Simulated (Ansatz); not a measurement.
## Molecular dynamics of MgH$_{12}$Cl$_{2}$O$_{6}$

Input:

```yaml
accuracy: low
crystal:
  lattice:
    - [5.067312, -3.641937, 0.0]
    - [5.067312, 3.641937, 0.0]
    - [-0.423841, 0.0, 6.217564]
  atoms:
    - { symbol: Mg, position: [0.00682269, 0.02397538, 0.00214185] }
    - { symbol: H, position: [0.22586462, 0.1758113, 0.32915561] }
    - { symbol: H, position: [0.84467342, 0.74871875, 0.6780052] }
    - { symbol: H, position: [0.22595832, 0.29688214, 0.12994883] }
    - { symbol: H, position: [0.80507075, 0.65917537, 0.8728545] }
    - { symbol: H, position: [0.23701082, 0.71330331, 0.32011398] }
    - { symbol: H, position: [0.57470505, 0.24430622, 0.22663569] }
    - { symbol: H, position: [0.65983479, 0.19459845, 0.80864884] }
    - { symbol: H, position: [0.32377253, 0.72173577, 0.75845715] }
    - { symbol: H, position: [-0.02786706, 0.72942087, 0.27566866] }
    - { symbol: H, position: [0.62979436, -0.00629824, 0.26675849] }
    - { symbol: H, position: [0.76486969, 0.32845145, 0.69226162] }
    - { symbol: H, position: [0.33478259, 0.97784993, 0.69595977] }
    - { symbol: Cl, position: [0.36720431, 0.31593455, 0.58561278] }
    - { symbol: Cl, position: [0.71157208, 0.69545958, 0.43009404] }
    - { symbol: O, position: [0.17843027, 0.1775352, 0.1817054] }
    - { symbol: O, position: [0.86919232, 0.77709167, 0.83195643] }
    - { symbol: O, position: [0.1057573, 0.74591144, 0.21281359] }
    - { symbol: O, position: [0.66515543, 0.10244965, 0.15338259] }
    - { symbol: O, position: [0.78011858, 0.26202475, 0.83151113] }
    - { symbol: O, position: [0.24172951, 0.88692988, 0.74714271] }
basis:
  ecutwfc: 500.0
kpoints:
  mp_grid: { grid: [2, 2, 2] }
hamiltonian:
  xc: r2scan
scf:
  occupations: { method: fermi_dirac, width: 0.05 }
  lower_state_search: "off"
md:
  timestep: 0.5
  n_steps: 180
  ensemble: nve
  temperature: 1120.0
  initial_velocities: maxwell_boltzmann
  seed: 152190
```

Run as:

```bash
$ ansatz run input.yaml --threads 1 --pin off --max-ram 3072MiB --backend cpu --events-out ev --progress --plain --runs-dir out
```

It goes on from the last frame of an earlier run, with new velocities.

Output, in part (step lines):

```
md step     0: t =     0.00 fs  T =  1120.0 K  F+E_penalty+E_count = -7704.61939268 eV  E_kin = 2.895424 eV  conserved = -7701.72396870 eV  (8 SCF iters)
md step     1: t =     0.50 fs  T =  1093.1 K  F+E_penalty+E_count = -7704.54752745 eV  E_kin = 2.825899 eV  conserved = -7701.72162837 eV  (8 SCF iters)
md step     2: t =     1.00 fs  T =  1016.4 K  F+E_penalty+E_count = -7704.34297958 eV  E_kin = 2.627539 eV  conserved = -7701.71544088 eV  (8 SCF iters)
md step     3: t =     1.50 fs  T =   928.8 K  F+E_penalty+E_count = -7704.10814546 eV  E_kin = 2.401145 eV  conserved = -7701.70700020 eV  (8 SCF iters)
md step     4: t =     2.00 fs  T =   878.2 K  F+E_penalty+E_count = -7703.97302856 eV  E_kin = 2.270250 eV  conserved = -7701.70277872 eV  (8 SCF iters)
md step     5: t =     2.50 fs  T =   888.4 K  F+E_penalty+E_count = -7704.00267336 eV  E_kin = 2.296583 eV  conserved = -7701.70609068 eV  (6 SCF iters)
md step     6: t =     3.00 fs  T =   944.8 K  F+E_penalty+E_count = -7704.15348127 eV  E_kin = 2.442393 eV  conserved = -7701.71108796 eV  (5 SCF iters)
md step     7: t =     3.50 fs  T =  1019.5 K  F+E_penalty+E_count = -7704.34885942 eV  E_kin = 2.635714 eV  conserved = -7701.71314512 eV  (4 SCF iters)
[... lines left out ...]
md step   180: t =    90.00 fs  T =   942.9 K  F+E_penalty+E_count = -7704.14665487 eV  E_kin = 2.437670 eV  conserved = -7701.70898503 eV  (8 SCF iters)
```

The steps, from the saved trajectory:

| time (fs) | T (K) | potential energy less start (eV) | conserved less start (meV/atom) |
| --- | --- | --- | --- |
| 0.0 | 1120 | 0.000 | 0.00 |
| 3.0 | 945 | 0.466 | 0.61 |
| 6.0 | 1071 | 0.134 | 0.29 |
| 9.0 | 1108 | 0.035 | 0.18 |
| 12.0 | 915 | 0.549 | 0.89 |
| 15.0 | 1070 | 0.132 | 0.10 |
| 18.0 | 924 | 0.511 | 0.21 |
| 21.0 | 849 | 0.714 | 0.66 |
| 24.0 | 875 | 0.640 | 0.36 |
| 27.0 | 977 | 0.373 | 0.12 |
| 30.0 | 816 | 0.807 | 0.99 |
| 33.0 | 1085 | 0.095 | 0.26 |
| 36.0 | 1235 | -0.300 | -0.10 |
| 39.0 | 912 | 0.556 | 0.94 |
| 42.0 | 1199 | -0.198 | 0.31 |
| 45.0 | 1153 | -0.082 | 0.19 |
| 48.0 | 1049 | 0.196 | 0.59 |
| 51.0 | 1074 | 0.128 | 0.48 |
| 54.0 | 1026 | 0.258 | 0.76 |
| 57.0 | 873 | 0.656 | 0.82 |
| 60.0 | 916 | 0.536 | 0.39 |
| 63.0 | 750 | 0.976 | 0.92 |
| 66.0 | 846 | 0.718 | 0.46 |
| 69.0 | 754 | 0.959 | 0.57 |
| 72.0 | 615 | 1.327 | 1.05 |
| 75.0 | 775 | 0.904 | 0.64 |
| 78.0 | 780 | 0.894 | 0.73 |
| 81.0 | 750 | 0.972 | 0.78 |
| 84.0 | 885 | 0.620 | 0.62 |
| 87.0 | 976 | 0.386 | 0.58 |
| 90.0 | 943 | 0.473 | 0.71 |

The run went to its last step. The conserved energy stayed within 1.2 meV per atom of its start (net change 0.71 meV per atom), so the integration is sound. A run of 0.09 ps of so small a system gives no equilibrium averages. Limits of this set-up: coarse k mesh, low accuracy level.

Mean squared displacements from the first frame to the last, about the centre of mass: Mg 0.14 Å², H 0.92 Å², Cl 0.30 Å², O 0.37 Å².

Last frame:

```xyz
21
Lattice="5.0673 -3.6419 0.0000 5.0673 3.6419 0.0000 -0.4238 0.0000 6.2176" Properties=species:S:1:pos:R:3
Mg 0.023 0.058 -0.333
H 2.111 -0.424 1.542
H 7.453 0.202 4.409
H 2.659 0.071 0.189
H 7.224 -0.868 5.719
H 5.284 1.525 1.603
H 4.730 -1.400 1.327
H 5.325 -1.727 4.224
H 5.609 1.394 5.361
H 3.850 1.833 1.923
H 3.723 -2.452 2.009
H 6.705 -2.700 4.554
H 6.019 2.117 4.263
Cl 3.113 -0.076 4.064
Cl 6.459 0.308 2.523
O 1.885 0.137 0.785
O 7.537 -0.031 5.275
O 4.494 1.956 1.217
O 4.256 -2.251 1.277
O 5.745 -2.384 4.830
O 5.333 2.124 4.966
```

The run took 16 min on 1 thread of Intel(R) Xeon(R) 6975P-C (Granite Rapids), on a shared host, peak memory 0.87 GiB.
